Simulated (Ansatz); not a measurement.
MnAu3: equation of state with PBEsol

Crystal: MnAu3.

```
Au Mn
1.0
     1.52620    0.88115    8.77497
    -1.52620    0.88115    8.77497
     0.00000   -1.76231    8.77497
Au Mn
3 1
Direct
  0.74399 0.74399 0.74399
  0.50000 0.50000 0.50000
  0.25601 0.25601 0.25601
  0.00000 0.00000 0.00000
```

The cell comes from a database or a generator and needn't be the stable form of this composition.

```json
{
  "Program": "Ansatz 0.2.0",
  "Task": "equation of state",
  "Functional": "PBEsol",
  "Potentials or basis": "all-electron LAPW, scalar-relativistic",
  "Basis error allowed": "0.001 eV/atom",
  "k mesh": "10 × 10 × 10",
  "Occupations": "fermi-dirac, width 0.05 eV",
  "Spin": "collinear spin, ferromagnetic start",
  "Starting moments": "[0.0, 0.0, 0.0, 4.0] μB"
}
```

* Equilibrium volume: 16.63 Å³/atom (rough: see the caveat)
* Bulk modulus at fixed shape and positions: 148 GPa (rough)

Energy against volume, from the lowest point:
```csv
volume (Å³/atom),energy (meV/atom)
16.639,0.00
16.993,3.46
17.347,12.97
17.701,27.78
18.055,47.20
18.409,70.62
18.763,97.48
```

All runs of the series together: 20 min on 4 threads of Arm Neoverse V1, with other jobs on the host.

Caveat: the minimum lies outside the volumes run; the cell was scaled at fixed shape and fractional positions, which overstates the stiffness of a crystal with free parameters, most of all of layers and chains. Spin-orbit coupling is left out, which matters for the levels of Au.
